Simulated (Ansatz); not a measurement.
**Si started on an N site in wurtzite BN, 96 atoms, charge 0**

Aim: let the atoms about the defect relax, then read the frontier levels and the spin by PBEsol and HSE06.

All numbers are computed with Ansatz 0.2.0 (PAW, plane waves).

### 1 The system as built

96 atoms (48 B, 47 N, 1 Si); a = 7.623 Å, b = 8.802 Å, c = 8.407 Å, α = 90.00°, β = 90.00°, γ = 90.00°. All atoms were shaken off their sites by about 0.02 Å along each axis. Defect site 1: (0.500, 0.583, 0.438). Starting moments add up to 1 μB.

The runs, in order: (2) PBEsol relaxation at the single k point (¼, ¼, ¼), on 8 threads of Intel Xeon 6975P-C; (3) HSE06 single point at the single k point (¼, ¼, ¼), on 8 threads of Intel Xeon 6975P-C.

### 2 Relaxation of the positions (PBEsol)

in.yaml reads:

```yaml
crystal:
  lattice:
    - [7.622990, 0.000000, 0.000000]
    - [0.000000, 8.802271, 0.000000]
    - [0.000000, 0.000000, 8.406582]
  atoms:
    - { symbol: B, position: [0.998645, 0.168014, 0.003933] }
    - { symbol: B, position: [0.004227, 0.164344, 0.502313] }
    - { symbol: B, position: [0.333323, 0.170847, 0.001064] }
    - { symbol: B, position: [0.337693, 0.166708, 0.497563] }
    - { symbol: B, position: [0.166860, 0.412142, 0.998831] }
    - { symbol: B, position: [0.158794, 0.418406, 0.499549] }
    - { symbol: B, position: [0.000060, 0.665732, 0.999085] }
    - { symbol: B, position: [0.998684, 0.668426, 0.499339] }
    - { symbol: B, position: [0.665484, 0.167088, 0.998331] }
    - { symbol: B, position: [0.668684, 0.165755, 0.498147] }
    - { symbol: B, position: [0.503660, 0.416704, 0.000954] }
    - { symbol: B, position: [0.504347, 0.415906, 0.500739], spin: 0.2 }
    - { symbol: B, position: [0.333274, 0.664720, 0.000131] }
    - { symbol: B, position: [0.330213, 0.668086, 0.503224], spin: 0.2 }
    - { symbol: B, position: [0.165535, 0.917442, 0.996965] }
    - { symbol: B, position: [0.171985, 0.913628, 0.494839] }
    - { symbol: B, position: [0.836567, 0.417465, 0.997439] }
    - { symbol: B, position: [0.829167, 0.415105, 0.502321] }
    - { symbol: B, position: [0.668654, 0.663895, 0.001093] }
    - { symbol: B, position: [0.663490, 0.662779, 0.500382], spin: 0.2 }
    - { symbol: B, position: [0.495311, 0.916686, 0.994879] }
    - { symbol: B, position: [0.504438, 0.917973, 0.497068] }
    - { symbol: B, position: [0.827023, 0.916928, 0.996466] }
    - { symbol: B, position: [0.838085, 0.914248, 0.501482] }
    - { symbol: B, position: [0.171764, 0.086903, 0.249899] }
    - { symbol: B, position: [0.169539, 0.088536, 0.750474] }
    - { symbol: B, position: [0.000793, 0.334294, 0.250723] }
    - { symbol: B, position: [0.001261, 0.334934, 0.752875] }
    - { symbol: B, position: [0.496781, 0.081428, 0.248568] }
    - { symbol: B, position: [0.503445, 0.079216, 0.748312] }
    - { symbol: B, position: [0.332765, 0.335206, 0.251294] }
    - { symbol: B, position: [0.332014, 0.332940, 0.748843] }
    - { symbol: B, position: [0.161983, 0.581656, 0.249247] }
    - { symbol: B, position: [0.170309, 0.585759, 0.742805] }
    - { symbol: B, position: [0.999229, 0.835866, 0.252391] }
    - { symbol: B, position: [0.997470, 0.836660, 0.750644] }
    - { symbol: B, position: [0.826768, 0.081993, 0.249811] }
    - { symbol: B, position: [0.832497, 0.083263, 0.749947] }
    - { symbol: B, position: [0.668964, 0.330278, 0.251254] }
    - { symbol: B, position: [0.667695, 0.331675, 0.749036] }
    - { symbol: B, position: [0.499900, 0.583376, 0.245495], spin: 0.2 }
    - { symbol: B, position: [0.501534, 0.585356, 0.745677] }
    - { symbol: B, position: [0.336938, 0.829909, 0.250601] }
    - { symbol: B, position: [0.333660, 0.832867, 0.754883] }
    - { symbol: B, position: [0.833666, 0.581558, 0.253801] }
    - { symbol: B, position: [0.835173, 0.582611, 0.748232] }
    - { symbol: B, position: [0.665953, 0.828245, 0.250048] }
    - { symbol: B, position: [0.667375, 0.836317, 0.750715] }
    - { symbol: N, position: [0.001145, 0.166961, 0.190043] }
    - { symbol: N, position: [0.001578, 0.168671, 0.689518] }
    - { symbol: N, position: [0.334110, 0.168609, 0.187509] }
    - { symbol: N, position: [0.330255, 0.167250, 0.685021] }
    - { symbol: N, position: [0.165473, 0.420776, 0.188984] }
    - { symbol: N, position: [0.166415, 0.416579, 0.686747] }
    - { symbol: N, position: [0.003083, 0.667728, 0.182278] }
    - { symbol: N, position: [0.001167, 0.665307, 0.686025] }
    - { symbol: N, position: [0.663143, 0.167477, 0.184710] }
    - { symbol: N, position: [0.665428, 0.169711, 0.690812] }
    - { symbol: N, position: [0.500180, 0.413780, 0.189917] }
    - { symbol: N, position: [0.501649, 0.419067, 0.688078] }
    - { symbol: N, position: [0.335565, 0.668517, 0.186886] }
    - { symbol: N, position: [0.336799, 0.666149, 0.688161] }
    - { symbol: N, position: [0.164275, 0.915329, 0.188108] }
    - { symbol: N, position: [0.169319, 0.917688, 0.686557] }
    - { symbol: N, position: [0.831620, 0.422545, 0.182519] }
    - { symbol: N, position: [0.835688, 0.419307, 0.684339] }
    - { symbol: N, position: [0.668382, 0.668768, 0.187123] }
    - { symbol: N, position: [0.670281, 0.668347, 0.690486] }
    - { symbol: N, position: [0.501053, 0.918802, 0.188142] }
    - { symbol: N, position: [0.498119, 0.917806, 0.685796] }
    - { symbol: N, position: [0.831408, 0.913597, 0.189809] }
    - { symbol: N, position: [0.832019, 0.918732, 0.687594] }
    - { symbol: N, position: [0.171361, 0.081264, 0.438111] }
    - { symbol: N, position: [0.168497, 0.080458, 0.934722] }
    - { symbol: N, position: [0.004218, 0.336292, 0.435277] }
    - { symbol: N, position: [0.996892, 0.331667, 0.939810] }
    - { symbol: N, position: [0.501718, 0.083599, 0.435044] }
    - { symbol: N, position: [0.498943, 0.082294, 0.938958] }
    - { symbol: N, position: [0.337513, 0.335419, 0.436717] }
    - { symbol: N, position: [0.333513, 0.334400, 0.935931] }
    - { symbol: N, position: [0.166136, 0.586894, 0.440452] }
    - { symbol: N, position: [0.166319, 0.582842, 0.934279] }
    - { symbol: N, position: [0.999625, 0.832133, 0.437865] }
    - { symbol: N, position: [0.995245, 0.831067, 0.932744] }
    - { symbol: N, position: [0.828559, 0.086759, 0.435129] }
    - { symbol: N, position: [0.832919, 0.082105, 0.936118] }
    - { symbol: N, position: [0.661893, 0.332947, 0.437996] }
    - { symbol: N, position: [0.665743, 0.337012, 0.936465] }
    - { symbol: N, position: [0.498963, 0.585901, 0.937302] }
    - { symbol: N, position: [0.337862, 0.833026, 0.438633] }
    - { symbol: N, position: [0.330382, 0.833984, 0.934104] }
    - { symbol: N, position: [0.834812, 0.586700, 0.438477] }
    - { symbol: N, position: [0.833562, 0.589435, 0.933401] }
    - { symbol: N, position: [0.664182, 0.832273, 0.436457] }
    - { symbol: N, position: [0.667404, 0.837939, 0.938154] }
    - { symbol: Si, position: [0.499182, 0.583022, 0.441981], spin: 0.2 }
  symmetry: { detect: false }
kpoints:
  mp_grid: { grid: [1, 1, 1], shift: [0.25, 0.25, 0.25] }
hamiltonian:
  xc: pbesol
magnetization:
  spin_polarized: true
scf:
  occupations: { method: fermi_dirac, width: 0.01 }
relax:
  f_tol: 0.03
  max_steps: 80
  escape_saddle: false
  adjacent_minimum: "off"
output:
  forces: true
  eigenvalues: true
  populations: true
```

On the command line:

```console
ansatz run in.yaml --threads 8 --pin off --max-ram 17100MiB --runs-dir r --events-out ev --progress --plain
```

After this run come: Single point with HSE06.

What does the calculation give? Wanted: for each run, top filled to lowest empty; moment.

**Answer**, as computed:

```
             level                     time  top filled to lowest empty (eV)  moment (μB)
PBEsol, relaxation     70 s (8 CPU threads)                             0.47         1.00
             HSE06  2.5 min (8 CPU threads)                             1.56         1.00
```

```
            quantity                             value
          relaxation  9 recorded steps, 8.79 eV gained
       largest shift                      0.30 Å (B20)
largest local moment                     +0.31 μB on B
```

The relaxation lowers the energy by 8.79 eV; the largest shift is 0.30 Å (B20). At the same k points, PBEsol gives a spacing 1.08 eV smaller than the 1.56 eV of HSE06. In a defect cell this spacing can involve defect levels, so it need not be the gap.
